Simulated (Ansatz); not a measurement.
# C₃H₆OSi: small, medium and large basis sets

Aim: see how fast density functionals converge with the basis set for C₃H₆OSi.

Method: one geometry, several basis sets; program: Ansatz 0.2.0, Gaussian basis.

Levels to be run: PBE0-D4/def2-SVP; ωB97M-V/def2-SVP; PBE0-D4/def2-QZVPP; ωB97M-V/def2-QZVPP; the functionals' def2-TZVPP values are taken from earlier runs.

## 1. Structure used throughout

All runs share one geometry, relaxed beforehand with PBE0-D4 in a triple-zeta def2 set.

11 atoms, charge 0, spin multiplicity 1.

Atoms are counted from 1 here; the program's logs count them from 0.

Bond lengths: C1–C2 1.200 Å, C1–H6 1.062 Å, C2–O3 1.291 Å, O3–C4 1.447 Å, C4–Si5 1.900 Å, C4–H7 1.095 Å, C4–H8 1.091 Å, Si5–H9 1.482 Å, Si5–H10 1.484 Å, Si5–H11 1.487 Å. Angles: C2–C1–H6 179.1°, C1–C2–O3 178.7°, C2–O3–C4 115.2°, O3–C4–Si5 113.8°, O3–C4–H7 108.9°, O3–C4–H8 104.7°, Si5–C4–H7 111.4°, Si5–C4–H8 109.9°, H7–C4–H8 107.8°, C4–Si5–H9 111.5°, C4–Si5–H10 109.3°, C4–Si5–H11 106.2°, H9–Si5–H10 110.2°, H9–Si5–H11 109.7°, H10–Si5–H11 109.9°.

## 2. PBE0-D4 in def2-SVP

Input file in.yaml:

```yaml
crystal:
  periodic: [false, false, false]
  atoms:
    - {symbol: C, position_ang: [1.509563, 1.779490, 1.166346]}
    - {symbol: C, position_ang: [1.122041, 1.295093, 0.139259]}
    - {symbol: O, position_ang: [0.728548, 0.786894, -0.979903]}
    - {symbol: C, position_ang: [-0.565967, 0.140569, -0.942549]}
    - {symbol: Si, position_ang: [-0.600785, -1.447381, 0.100203]}
    - {symbol: H, position_ang: [1.867724, 2.205783, 2.071030]}
    - {symbol: H, position_ang: [-1.313173, 0.862142, -0.596465]}
    - {symbol: H, position_ang: [-0.787058, -0.095288, -1.984788]}
    - {symbol: H, position_ang: [-0.413471, -1.155511, 1.540762]}
    - {symbol: H, position_ang: [0.457771, -2.371661, -0.376783]}
    - {symbol: H, position_ang: [-1.939693, -2.057129, -0.116611]}
basis:
  gaussian: {orbitals: def2-SVP}
hamiltonian: {xc: pbe0, dispersion: d4}
output: {orbitals: {seedname: orbitals}}
```

The runs that follow: ωB97M-V in def2-SVP; PBE0-D4 in def2-QZVPP; ωB97M-V in def2-QZVPP.

Before running them: what should the planned runs give, taken together? Wanted: PBE0-D4: double and triple zeta above quadruple; ωB97M-V: double and triple zeta above quadruple.

As calculated:

```
                                       quantity          value
PBE0-D4: double and triple zeta above quadruple  9.27, 0.56 eV
ωB97M-V: double and triple zeta above quadruple  9.49, 0.51 eV
```

**Reading.** For PBE0-D4 the step from double to triple zeta gains 8.71 eV and the next only 0.56 eV. Total energies overstate the basis error of differences, where much of it tends to cancel. The LUMO of ωB97M-V is positive and keeps falling with the basis (2.64 to 1.44 eV): an unbound level that the basis holds in place.
